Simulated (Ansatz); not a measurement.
This geometry of a periodic cell of 15 atoms, MgGa6N8 (host GaN, host structure P6_3mc, dopant Mg, one Ga atom removed), cell charge -2 is a first-order saddle point.

Theory: DFT PBE, scalar-relativistic, plane waves, PAW in Ansatz. Settings: PAW set soft_1, cutoff 420 eV, k mesh 2x2x2, fermi-dirac smearing 0.02 eV, no spin polarisation.

```xyz
15
Lattice="-3.1800 -5.5079 0.0000 4.7700 -2.7540 0.0000 0.0000 0.0000 5.1660" Properties=species:S:1:pos:R:3
Ga 0.092 -3.488 -0.053
Ga 1.535 -4.647 2.543
N -0.032 -3.792 1.845
N 1.601 -4.492 4.486
Ga 3.183 -3.556 0.030
Ga -0.132 -2.029 2.622
N 3.161 -3.743 1.956
N -0.101 -1.751 4.518
Mg 1.998 0.074 0.995
Ga 3.181 -1.908 2.702
N 1.495 -1.307 2.161
N 3.207 -1.755 4.608
Ga 1.627 -6.377 -0.049
N 1.402 -6.412 1.878
N -1.530 -4.376 4.528
```

Which two structures does it join? (They come from a converged band through this point; their orientation in space is the band's.)

Contacts lost: N8–Mg9, Mg9–N12. Contacts made: N3–Mg9, Mg9–N14. The atom that moves furthest is Mg9, by 3.19 Å.

First end point:

```xyz
15
Lattice="-3.1800 -5.5079 0.0000 4.7700 -2.7540 0.0000 0.0000 0.0000 5.1660" Properties=species:S:1:pos:R:3
Ga -0.022 -3.665 -0.022
Ga 1.578 -4.599 2.566
N 0.211 -3.491 1.864
N 1.582 -4.572 4.499
Ga 3.179 -3.672 -0.013
Ga -0.060 -1.798 2.647
N 3.183 -3.682 1.925
N -0.071 -1.859 4.522
Mg 1.614 -0.927 -0.068
Ga 3.196 -1.826 2.576
N 1.546 -1.175 1.923
N 3.270 -1.890 4.485
Ga 1.635 -6.445 -0.018
N 1.430 -6.324 1.872
N -1.565 -4.543 4.619
```

Last end point:

```xyz
15
Lattice="-3.1800 -5.5079 0.0000 4.7700 -2.7540 0.0000 0.0000 0.0000 5.1660" Properties=species:S:1:pos:R:3
Ga 0.063 -3.708 0.076
Ga 1.593 -4.588 2.584
N 0.074 -3.647 1.952
N 1.589 -4.579 4.521
Ga 3.193 -3.662 -0.002
Ga 0.026 -1.841 2.574
N 3.190 -3.690 1.929
N -0.211 -2.017 4.459
Mg 1.570 0.930 2.530
Ga 3.137 -1.817 2.578
N 1.568 -0.962 2.049
N 3.346 -1.938 4.466
Ga 1.574 -6.433 0.009
N 1.502 -6.370 1.917
N -1.545 -4.331 4.521
```

How far does it lie above each of them?

2.05 eV above the first and 2.05 eV above the second. This is the barrier of this one path; another mechanism may lie lower. Limits of this set-up: coarse k mesh, charged cell in a uniform background, uncorrected.

Run time: 17 min on 1 thread of Arm Neoverse V2, with other jobs on the host, peak memory 0.72 GiB.
